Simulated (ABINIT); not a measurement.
Runs of ABINIT 10.8.3 (patched build) on Cd2S. Symmetry: P3m1, No. 156, trigonal system. The conventional cell has a = 3.963 Å, b = 3.963 Å, c = 5.809 Å, α = 90.00°, β = 90.00°, γ = 120.00°. Around Cd (site symmetry 3m) lie 1 S at 2.52 Å. Cd (site symmetry 3m) is surrounded by 3 S at 2.60 Å. Around S (site symmetry 3m) lie 4 Cd at 2.52 to 2.60 Å. The cell comes from a database or a generator and needn't be the stable form of this composition.

```tsv
task	level	potentials or basis	cell	gap on the mesh (eV)	pressure (GPa)	largest force (eV/Å)
single point	PBE	JTH PAW PBE v2.0	atoms moved at random, drawn with an rms of 0.05 Å	0.15	0.3	0.50
single point	PBE	JTH PAW PBE v2.0	as given	0.24	-0.1	0.07
band structure	LDA	JTH PAW LDA v2.0	as given	0.25	(a)	0.16
band structure	PBE	JTH PAW PBE v2.0	as given	0.24	-0.1	0.07
```

Alike in all rows: no spin polarisation; k mesh 8 × 8 × 5; cutoff (eV) 599; smearing fermi-dirac 0.05 eV.

Q: Fill in the values left out.

A: (a) -4.9.

Caveats: an odd mesh through Γ misses points on the zone boundary, where band edges often lie (some runs).

A k mesh can miss the band edges, and the runs leave out spin-orbit coupling on Cd.
